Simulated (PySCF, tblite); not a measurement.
# C₄H₄BBrF₂: geometry, infrared bands and NMR shifts

Aim: predict the infrared bands and NMR shifts of C₄H₄BBrF₂ (`FB(Br)[C@H]1C=C(F)C1`).

The runs use tblite 0.8.0 and PySCF 2.14.0, with density-fitted response routines of our own; the level of theory stands in each step. All values are computed, except where a source is named. Atoms are numbered from 0 throughout.

## (1) The starting structure

12 atoms, charge 0, multiplicity 1; geometry from: force field or distance geometry start.

Bonds of the start (Å): F0–B1 1.44, B1–Br2 2.01, B1–C3 1.59, C3–C4 1.45, C4–C5 1.30, C5–F6 1.38, C5–C7 1.44, C7–C3 1.48, C3–H8 1.11, C4–H9 1.11, C7–H10 1.11, C7–H11 1.13.

## (2) Relaxing the molecule with GFN2-xTB

The job: settings as JSON, then the geometry in Å.

```
{"job": {"kind": "relax", "xc": "GFN2-xTB", "basis": "xTB"}, "charge": 0, "multiplicity": 1}
F     -2.709600     1.031400     0.031100
B     -1.695000     0.102400     0.447800
Br    -2.114200    -1.841300     0.155800
C     -0.207400     0.644600     0.284800
C      0.837400    -0.045100     1.010200
C      1.390300    -0.518100    -0.065800
F      2.497500    -1.307600    -0.304700
C      0.426300     0.105100    -0.942800
H     -0.120500     1.748100     0.387300
H      1.093600    -0.144000     2.082000
H      0.799800     0.897200    -1.632000
H     -0.196800    -0.673400    -1.479900
```

Started as:

```bash
> OMP_NUM_THREADS=1 python probes_run.py task.json out
```

One launch serves the whole session: the jobs run in the order shown.

**Question.** This job is followed by: GFN2-xTB harmonic vibrations, gas phase; GIAO PBE0/pcSseg-1 NMR shielding, non-relativistic, gas phase. What will the session give for the following? strongest single infrared mode (GFN2-xTB); zero-point energy (GFN2-xTB); 13C shifts against TMS (PBE0/pcSseg-1); 1H shifts against TMS (PBE0/pcSseg-1); 19F shifts against CFCl3 (PBE0/pcSseg-1); 11B shifts against BF3·OEt2 (PBE0/pcSseg-1); 79Br shifts against HBr (PBE0/pcSseg-1).

The runs gave:

| quantity | value |
| --- | --- |
| strongest single infrared mode (GFN2-xTB) | 1298 cm⁻¹, 366 km/mol |
| zero-point energy (GFN2-xTB) | 47.0 kcal/mol |
| 13C shifts against TMS (PBE0/pcSseg-1) | 165.3, 112.1, 41.2, 26.6 ppm |
| 1H shifts against TMS (PBE0/pcSseg-1) | 4.78, 3.18, 3.07, 2.32 ppm |
| 19F shifts against CFCl3 (PBE0/pcSseg-1) | 4.1, -73.9 ppm |
| 11B shifts against BF3·OEt2 (PBE0/pcSseg-1) | 51.0 ppm |
| 79Br shifts against HBr (PBE0/pcSseg-1) | 244 ppm |

Relaxing lowered the energy by 1.035 eV in 82 steps; the close pair that moved most is B1–Br2, from 2.010 to 1.873 Å. No mode is imaginary among the 30: a minimum at this level. The strongest single mode, at 1298 cm⁻¹, is spread over several atoms, C5, B1, C3, C7 among them. Unscaled tight-binding wavenumbers are off by several per cent, some by more. Its intensities can rank the bands wrongly. H9 (hydrogen on an alkene CH) lies farthest downfield among hydrogen, at 4.78 ppm; a vinylic proton, deshielded by the sp2 carbon and the C=C anisotropy. At PBE0/pcSseg-1: Shielding is most anisotropic at Br2 (span 917 ppm, paramagnetic term -747 ppm). Spin-orbit coupling is left out, which matters for shieldings and couplings at and beside the heavy atoms.
